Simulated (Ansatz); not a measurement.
# Ti2W3: the cost of one run

Method: DFT PBE, scalar-relativistic, plane waves, PAW, in Ansatz 0.2.0.

### 1 The starting structure

It takes space group R-3m (No. 166, trigonal). The conventional cell has a = 4.499 Å, b = 4.499 Å, c = 13.798 Å, α = 90.00°, β = 90.00°, γ = 120.00°. Around Ti (site symmetry 3m) lie 5 W at 2.73 to 2.80 Å and 3 Ti at 2.79 Å. W (site symmetry 3m) has 4 W at 2.68 to 2.77 Å and 4 Ti at 2.73 to 2.76 Å in its first shell of neighbours. W (site symmetry -3m) is surrounded by 6 W at 2.77 Å and 8 Ti at 2.80 to 3.16 Å.

As a file:

```cif
data_structure
_symmetry_space_group_name_H-M 'R-3m:H'
_symmetry_Int_Tables_number 166
_cell_length_a 4.4990
_cell_length_b 4.4990
_cell_length_c 13.7977
_cell_angle_alpha 90.000
_cell_angle_beta 90.000
_cell_angle_gamma 120.000
_cell_volume 241.86
loop_
_atom_site_label
_atom_site_type_symbol
_atom_site_symmetry_multiplicity
_atom_site_Wyckoff_symbol
_atom_site_fract_x
_atom_site_fract_y
_atom_site_fract_z
_atom_site_occupancy
Ti1 Ti 6 c 0.66667 0.33333 0.13023 1
W1 W 6 c 0.33333 0.66667 0.06962 1
W2 W 3 a 0.00000 0.00000 0.00000 1
```

The start is the relaxed end of an invented cell (made as: elements ordered on the sites of the Ta type, Ti/W on Ta (R-3m, No. 166)), taken up again for a closer look.

### 2 The guess as it stands, on a coarse mesh

File input.yaml:

```yaml
crystal:
  lattice:
    - [2.2495058, 1.2987528, 4.5992328]
    - [-2.2495058, 1.2987528, 4.5992328]
    - [0.0, -2.5975055, 4.5992328]
  atoms:
    - { symbol: Ti, position: [0.796896, 0.796896, 0.796896] }
    - { symbol: Ti, position: [0.203104, 0.203104, 0.203104] }
    - { symbol: W, position: [0.402949, 0.402949, 0.402949] }
    - { symbol: W, position: [0.597051, 0.597051, 0.597051] }
    - { symbol: W, position: [0.0, 0.0, 0.0] }
basis:
  ecutwfc: 420
kpoints:
  mp_grid: { grid: [6, 6, 6] }
hamiltonian:
  xc: pbe
scf:
  occupations: { method: gaussian, width: 0.1 }
  lower_state_search: "off"
output:
  forces: true
  stress: true
  eigenvalues: true
```

The run is started by

```
ansatz run input.yaml --threads 1 --pin off --max-ram 3072MiB --backend cpu --events-out ev --progress --plain --runs-dir out
```

What time and memory should one allow on 1 thread of Intel Xeon Platinum 8375C at 2.90GHz (Ice Lake), shared host?

About 4.4 s, with a peak of 0.46 GiB.
